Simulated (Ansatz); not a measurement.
**C2H7NSi (SMILES C=C[SiH2]N): CCSD(T)/cc-pVDZ**

What is the energy change on altering one bond length of C2H7NSi at CCSD(T)/cc-pVDZ? 

Program for the calculation: Ansatz 0.2.0.

62 further runs of the same task are left out: 62 set aside as unsound or not needed.

### 1 The structure to begin with

C2H7NSi has 11 atoms, charge 0, and is taken as a singlet. SMILES: `C=C[SiH2]N`. Geometry: relaxed at PBE0-D4/def2-TZVP. This is one conformer, not always the lowest.

Bond lengths: C1–C2 1.330 Å, C2–Si3 1.865 Å, Si3–N4 1.715 Å, C1–H5 1.087 Å, C1–H6 1.087 Å, C2–H7 1.091 Å, Si3–H8 1.488 Å, Si3–H9 1.488 Å, N4–H10 1.006 Å, N4–H11 1.006 Å. Some angles: C1–C2–Si3 123.1°, C2–Si3–N4 114.9°, C1–C2–H7 118.1°, Si3–C2–H7 118.8°, C2–C1–H5 122.6°, C2–C1–H6 121.2°, C2–Si3–H8 108.4°, C2–Si3–H9 108.4°, N4–Si3–H8 107.9°, N4–Si3–H9 108.0°.

### 2 A single-point energy at CCSD(T)/cc-pVDZ

Input file job.yaml:

```yaml
crystal:
  periodic: [false, false, false]
  atoms:
    - symbol: C
      position_ang: [-0.676100, 1.337000, -0.945000]
    - symbol: C
      position_ang: [0.089300, 1.208600, 0.135100]
    - symbol: Si
      position_ang: [0.596500, -0.444500, 0.832600]
    - symbol: N
      position_ang: [0.002900, -1.803700, -0.028600]
    - symbol: H
      position_ang: [-0.967100, 2.304600, -1.344700]
    - symbol: H
      position_ang: [-1.046800, 0.465600, -1.479100]
    - symbol: H
      position_ang: [0.433000, 2.116700, 0.631600]
    - symbol: H
      position_ang: [0.099500, -0.536600, 2.232600]
    - symbol: H
      position_ang: [2.083200, -0.516700, 0.836000]
    - symbol: H
      position_ang: [0.404900, -2.086000, -0.906300]
    - symbol: H
      position_ang: [-0.953800, -2.102100, 0.056300]
basis:
  gaussian:
    orbitals: cc-pVDZ
magnetization:
  spin_polarized: false
  initial_magnetization: 0
correlation:
  method: ccsd_t
  frozen_orbitals: {C: 1, H: 0, "N": 1, Si: 5}
accuracy: high
scf:
  omitted_lower_state_checks: [cluster_reference, increment]
```

Command:

```
$ ansatz run job.yaml --threads 1 --pin off --max-ram 3480MiB --events-out events.jsonl --progress --plain --runs-dir runs
```

The log of the run (excerpt; [...] marks lines left out):

```text
Warning: RAYON_NUM_THREADS=1 ignored (pool sized by the plan → 1); use --threads N
Functional definition: HF
  name "HF"
[...]
2292 factors; integrals over basis functions are off by at most 3.8e-9 eV
[...]
mean field -11515.84069727 eV, -423.1993399076 hartree, gradient 1.9e-8 eV, S^2 0.000000; 0 other end points of the search recorded, 0 dependent functions left out
8 core orbitals not correlated: weight in the atoms' cores, before any rotation towards them, 1.000 or more for the frozen orbitals, at most 0.000 for the correlated occupied ones
reference -11515.84069727 eV, -423.1993399076 hartree; 12, 12 occupied and 75, 75 virtual orbitals, 2292 factors
second order -14.69178933 eV of doubles, -0.00000000 eV of singles
cycle   1  -15.58369986 eV  change   -8.9e-1 eV  update   8.6e-2
[...]
cycle  22  -16.11769961 eV  change  -7.8e-10 eV  update  4.3e-10
perturbative correction -0.48809364 eV, -0.0179371105 hartree
Total energy: -11532.44649053 eV, -423.8095915540 hartree
Checks for a lower state left out: cluster_reference, increment
```

Run time: 27 s. Hardware: 1 thread of Arm Neoverse V2, shared host; peak memory 0.66 GiB.

### 3 The distorted shape at the same level

Input file job.yaml:

```yaml
crystal:
  periodic: [false, false, false]
  atoms:
    - {symbol: C, position_ang: [-0.389062, 1.426529, -0.970473]}
    - {symbol: C, position_ang: [0.376338, 1.298129, 0.109627]}
    - {symbol: Si, position_ang: [0.883538, -0.354971, 0.807127]}
    - {symbol: "N", position_ang: [0.289938, -1.714171, -0.054073]}
    - {symbol: H, position_ang: [-0.680062, 2.394129, -1.370173]}
    - {symbol: H, position_ang: [-0.759762, 0.555129, -1.504573]}
    - {symbol: H, position_ang: [0.720038, 2.206229, 0.606127]}
    - {symbol: H, position_ang: [0.386538, -0.447071, 2.207127]}
    - {symbol: H, position_ang: [2.370238, -0.427171, 0.810527]}
    - {symbol: H, position_ang: [0.691938, -1.996471, -0.931773]}
    - {symbol: H, position_ang: [-0.953800, -2.102100, 0.056300]}
basis:
  gaussian: {orbitals: cc-pVDZ}
correlation: {method: ccsd_t, frozen_orbitals: {C: 1, H: 0, "N": 1, Si: 5}}
accuracy: high
scf: {omitted_lower_state_checks: [cluster_reference, increment]}
```

Command:

```
$ ansatz run job.yaml --threads 1 --pin off --max-ram 3480MiB --events-out events.jsonl --progress --plain --runs-dir runs
```

The log of the run (excerpt; [...] marks lines left out):

```text
Warning: RAYON_NUM_THREADS=1 ignored (pool sized by the plan → 1); use --threads N
Functional definition: HF
  name "HF"
[...]
2298 factors; integrals over basis functions are off by at most 3.7e-9 eV
[...]
mean field -11514.48737373 eV, -423.1496061848 hartree, gradient 2.5e-8 eV, S^2 0.000000; 0 other end points of the search recorded, 0 dependent functions left out
8 core orbitals not correlated: weight in the atoms' cores, before any rotation towards them, 1.000 or more for the frozen orbitals, at most 0.000 for the correlated occupied ones
reference -11514.48737373 eV, -423.1496061848 hartree; 12, 12 occupied and 75, 75 virtual orbitals, 2298 factors
second order -14.89038831 eV of doubles, -0.00000000 eV of singles
cycle   1  -15.75327413 eV  change   -8.6e-1 eV  update   9.1e-2
[...]
cycle  25  -16.33718108 eV  change   9.6e-10 eV  update  7.5e-10
perturbative correction -0.51460290 eV, -0.0189113079 hartree
Total energy: -11531.33915771 eV, -423.7688978236 hartree
Checks for a lower state left out: cluster_reference, increment
```

Run time: 29 s. Hardware: 1 thread of Arm Neoverse V2, shared host; peak memory 0.66 GiB.

### 4 Summary of results

At CCSD(T)/cc-pVDZ, 8 core orbitals frozen:

```
                                                          quantity          value
                                         first shape: total energy  -423.80959 Eh
          first shape: correlation energy (8 core orbitals frozen)     -610.3 mEh
                                       first shape: (T) correction     -17.94 mEh
                                        first shape: T1 diagnostic          0.011
                                     distorted shape: total energy  -423.76890 Eh
      distorted shape: correlation energy (8 core orbitals frozen)     -619.3 mEh
                                   distorted shape: (T) correction     -18.91 mEh
                                    distorted shape: T1 diagnostic          0.011
energy change with the N4–H11 bond stretched from 1.006 to 1.307 Å       1.107 eV
```

**Reading.** With the N4–H11 bond stretched from 1.006 to 1.307 Å the energy rises by 1.11 eV (26 kcal/mol). The first shape isn't relaxed at this level, so the change isn't measured from a minimum. The triples (first shape) make up 2.9 % of the correlation energy. The triples (distorted shape) make up 3.1 % of the correlation energy.
